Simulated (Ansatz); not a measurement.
This was printed by a script on Ansatz's Python interface, for a single point from an input typed as a dict of TiAl, space group P-6m2. What did the script look like? Settings: r2SCAN, PAW, cutoff 500 eV, 9×9×5 k-points, Fermi-Dirac smearing of 0.05 eV.

```
CELL_PARAMETERS angstrom
2.86726 0.00000 0.00000
-1.43363 2.48312 0.00000
0.00000 0.00000 4.67808
ATOMIC_POSITIONS crystal
Ti 0.00000 0.00000 0.00000
Al 0.33333 0.66667 0.50000
```

```console
$ python run_deck.py
DeckWarning: the atoms were moved onto the symmetric positions of the space group found under crystal.symmetry.tolerance 1.0e-5 (fractional; no operation is sought that the atoms, as they stand in a round, miss by more than twice it, and no atom is moved by [...]
F = -3045.3344 eV for 2 atoms
E(sigma -> 0) = -3045.3226 eV, TS = 0.02363 eV
closed by deck_thresholds after 7 iterations
  atom   fx   fy   fz
0   Ti -0.0  0.0  0.0
1   Al  0.0 -0.0  0.0
{'e_kinetic': 295.635, 'e_hartree': 496.917, 'e_xc': -129.767, 'e_local': -1152.978, 'e_nonlocal': 17.138}
```
(Warnings from the package without file and line, shortened, repeats left out.)

One script that gives this output:

`run_deck.py`
```python
"""Single point of TiAl through the engine session."""

import json

import ansatz as az
import pandas as pd


def main() -> None:
    deck = {
        "crystal": {
            "lattice": [[2.867262, 0.0, 0.0], [-1.433631, 2.483122, 0.0], [0.0, 0.0, 4.678083]],
            "atoms": [
                {"symbol": "Ti", "position": [0.0, 0.0, 0.0]},
                {"symbol": "Al", "position": [0.333333, 0.666667, 0.5]},
            ],
        },
        "kpoints": {"mp_grid": {"kspacing": 0.3}},
        "hamiltonian": {"xc": "r2scan"},
        "scf": {"occupations": {"method": "fermi_dirac", "width": 0.05}},
        "basis": {"ecutwfc": 500},
        "output": {"forces": True},
    }

    out = az.Session.from_dict(deck).plan().execute()
    rep = out.report

    n_atoms = len(rep["lattice"]["sites"])
    print("F =", round(rep["free_energy_ev"], 4), "eV for", n_atoms, "atoms")
    print("E(sigma -> 0) =", round(rep["energy_sigma0_ev"], 4), "eV, TS =", round(rep["entropy_ts_ev"], 5), "eV")
    print("closed by", rep["closed_by"], "after", rep["n_iterations"], "iterations")

    # forces in eV per angstrom
    table = pd.DataFrame(rep["forces_ev_ang"], columns=["fx", "fy", "fz"])
    table.insert(0, "atom", [site["symbol"] for site in rep["lattice"]["sites"]])
    print(table.round(4).to_string())

    terms = rep["components"]
    print({name: round(terms[name], 3) for name in ("e_kinetic", "e_hartree", "e_xc", "e_local", "e_nonlocal")})

    keep = ["free_energy_ev", "energy_sigma0_ev", "fermi_energy_ev", "n_iterations", "converged", "magnetization_mub", "n_kpoints"]
    with open("tial.json", "w") as handle:
        json.dump({key: rep[key] for key in keep}, handle, indent=1)


if __name__ == "__main__":
    main()
```

Reading the output:
- Total energies depend on the potentials; only differences at equal settings carry meaning. A total without «per atom» is that of the cell as typed.
- No spin polarisation was allowed.
- The energy terms are those on the plane-wave grid, with the one-centre PAW part apart; the terms shown are only some of the summands, so they needn't add up to F.
- The mesh is modest for a metal, so energies can be off by several to tens of meV an atom and pressures by half a GPa or more; differences at equal mesh fare better.
- This cell is a computed structure, which may not be the phase found in nature.
- Finished in 3.3 s on 1 thread of Arm Neoverse V2, on a shared host, peak memory 0.49 GiB.

(Lines on the test bed's own set-up are left out of the output.)
